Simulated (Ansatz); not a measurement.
# Cu4S2: the cost of one run

Method: RKS PBE0-D4/def2-TZVP; program: Ansatz 0.2.0, Gaussian basis.

The runs, in order: a single point at PBE0-D4/def2-TZVP.

4 further runs of the same task are left out: 2 that didn't finish, 2 set aside as unsound or not needed. Runs told in other sessions of the task aren't counted.

### Step 1. The structure

The singlet was relaxed beforehand with r2SCAN-D4/def2-SVP. At that level it is the lowest of the isomers that a small search found.

6 atoms, charge 0, spin multiplicity 1.

Atoms are counted from 1 here; the program's logs count them from 0.

Bond lengths: Cu1–Cu4 2.447 Å, Cu1–S5 2.151 Å, Cu2–S5 2.321 Å, Cu2–S6 2.312 Å, Cu3–S5 2.312 Å, Cu3–S6 2.321 Å, Cu4–S6 2.151 Å. Angles: Cu4–Cu1–S5 111.3°, S5–Cu2–S6 119.8°, S5–Cu3–S6 119.8°, Cu1–Cu4–S6 111.3°, Cu1–S5–Cu2 67.6°, Cu1–S5–Cu3 68.5°, Cu2–S5–Cu3 59.7°, Cu2–S6–Cu3 59.7°, Cu2–S6–Cu4 68.5°, Cu3–S6–Cu4 67.6°.

No spin-orbit coupling is included.

Bonds by kind at the end (by distance):

```csv
bond,count,shortest (Å),longest (Å)
Cu–S,6,2.151,2.321
Cu–Cu,1,2.447,2.447
```

### Step 2. Single point, PBE0-D4/def2-TZVP

start.molden holds the orbitals of an earlier run on this state, given as this run's starting guess.

The input, in.yaml:

```yaml
crystal:
  periodic: [false, false, false]
  atoms:
    - {symbol: Cu, position_ang: [-0.856282, 1.489468, -0.445986]}
    - {symbol: Cu, position_ang: [-0.861291, -0.952439, 0.045747]}
    - {symbol: Cu, position_ang: [0.911614, 0.271864, 0.863878]}
    - {symbol: Cu, position_ang: [0.742519, 0.050154, -1.611547]}
    - {symbol: S, position_ang: [-1.238458, 0.776743, 1.546944]}
    - {symbol: S, position_ang: [1.301898, -1.635781, -0.399036]}
basis:
  gaussian: {orbitals: def2-TZVP, initial_orbitals: start.molden}
hamiltonian: {xc: pbe0, dispersion: d4}
scf: {omitted_lower_state_checks: [starts]}
output: {orbitals: {seedname: orbitals}}
```

Command:

```bash
$ ansatz run in.yaml --threads 4 --pin off --events-out ev --progress --plain --max-ram 4787MiB
```

What time and memory should one allow on 4 threads of Arm Neoverse V2, shared host?

About 14 s, with a peak of 1.1 GiB.
